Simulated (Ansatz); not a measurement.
# Ga3H: the cost of one run

The runs use Ansatz 0.2.0, Gaussian basis; cc-pVTZ, core rule «outside noble gas», up to 42 orbitals frozen.

To be run: UHF; CCSD(T) on ROHF; CCSD(T) on UHF; BCCD(T) on ROHF; CCSDT(Q) on ROHF; CCSDT(Q) on UHF.

5 further runs of the same task are left out: 1 that didn't finish, 4 set aside as unsound or not needed. Runs told in other sessions of the task aren't counted.

## 1. What is computed

The geometry is a PBE0/def2-TZVP stationary point (not a proven minimum) of the parent state, kept for this charge and spin. No spin-orbit coupling is included. The filled d shell of Ga may be among the frozen orbitals whatever the setting's name suggests.

4 atoms, charge 1, spin multiplicity 2.

Atoms are counted from 1 here; the program's logs count them from 0.

Bond lengths: Ga2–Ga3 2.477 Å, Ga3–H4 1.603 Å. Angles: Ga2–Ga3–H4 178.3°.

As a file:

```csv
atom,x (Å),y (Å),z (Å)
Ga1,0.0000,-0.5545,1.8607
Ga2,0.0000,1.3323,-0.2397
Ga3,0.0000,-0.7478,-1.5850
H4,0.0000,-2.0676,-2.4951
```

## 2. UHF

The input, in.yaml:

```yaml
crystal:
  periodic: [false, false, false]
  atoms:
    - {symbol: Ga, position_ang: [0.000000, -0.554546, 1.860735]}
    - {symbol: Ga, position_ang: [0.000000, 1.332276, -0.239685]}
    - {symbol: Ga, position_ang: [0.000000, -0.747840, -1.584981]}
    - {symbol: H, position_ang: [0.000000, -2.067633, -2.495079]}
basis:
  gaussian: {orbitals: cc-pVTZ}
total_charge: 1
magnetization: {spin_polarized: true, initial_magnetization: 1}
hamiltonian: {xc: hf}
output: {orbitals: {seedname: orbitals}}
```

The run is started by

```sh
$ ansatz run in.yaml --threads 1 --pin off --events-out ev --progress --plain --max-ram 2816MiB --backend cpu
```

Q: Estimate wall time and peak memory on 1 thread of AMD EPYC 7R13, shared host.

About 63 s, with a peak of 0.54 GiB.
